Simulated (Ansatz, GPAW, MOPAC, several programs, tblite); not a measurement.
**Many methods on one cell: RuClI (Janus 2H monolayer)**

RuClI (Janus 2H monolayer), relaxed with r2SCAN in Ansatz, was computed with several methods. The sheet's in-plane cell has a = 3.696 Å, b = 3.696 Å (γ = 120.0°), and its outermost atoms lie 3.11 Å apart along the normal. Ru has 3 I at 2.53 Å and 3 Cl at 2.77 Å; Cl has 3 Ru at 2.77 Å; I has 3 Ru at 2.53 Å. Values at 0 K without nuclear motion; spin polarisation is off, and the phase may be a hypothetical one.

```
CELL_PARAMETERS angstrom
3.69625 0.00000 0.00000
-1.84813 3.20105 0.00000
0.00000 0.00000 30.70228
ATOMIC_POSITIONS crystal
Ru 0.33333 0.66667 0.28869
Cl 0.66667 0.33333 0.34602
I 0.66667 0.33333 0.24471
```
Two periodic directions, a and b.

Gaps and times are for a single point on this cell. Times are rough, from shared hosts (Arm Neoverse V2), and each method has its own mesh and cell size. PM7 (MOPAC) and PM6 (MOPAC): levels, charges or heat of formation failed a check of plausibility, so no values are given. PM6 (MOPAC), PM7 (MOPAC), GFN1-xTB (tblite), GFN2-xTB (tblite) treat a cluster of cells at its zone centre, which samples few k points: where these miss a band edge, the gap comes out too large for that reason alone. Gaps from k meshes are read at a limited set of points (mesh, symmetry points, PBE's band edges), so each method's own least gap may be somewhat smaller. xTB and the PM methods were fitted mostly to molecules, and can miss a solid's gap by electronvolts. Minimal bases can be far off for gaps. GLLB-SC's gap includes the derivative discontinuity. d marks a direct gap, i an indirect one (no mark: not told apart), a dash a value that wasn't computed or didn't pass its checks.

```csv
method,kind,gap (eV),atoms computed,processor time
GFN1-xTB (tblite),tight binding,0.66,27,0.95 s
GFN2-xTB (tblite),tight binding,0.68,27,1 s
light PBE (260 eV and a coarse mesh),light plane-wave,0.62 i,3,5.3 s
PBE/single zeta (GPAW),small basis,0.64 i,3,8.3 s
PM7 (MOPAC),semi-empirical,–,27,13 s
PM6 (MOPAC),semi-empirical,–,27,13 s
PBE,semilocal,0.62 i,3,20 s
r2SCAN,semilocal,0.86 i,3,45 s
GLLB-SC (GPAW),model potential,1.46,3,78 s
```

Against r2SCAN (0.86 eV) and with closed or daggered gaps left aside, the nearest gap at the points sampled is that of GFN2-xTB (tblite) (-0.18 eV) and the farthest that of GLLB-SC (GPAW) (+0.60 eV). r2SCAN is only a yardstick of convenience: semilocal gaps usually lie below measured ones, which GLLB-SC and hybrids aim to mend.

Spin-orbit coupling is left out, which matters wherever the heavy atoms make up the band edges.
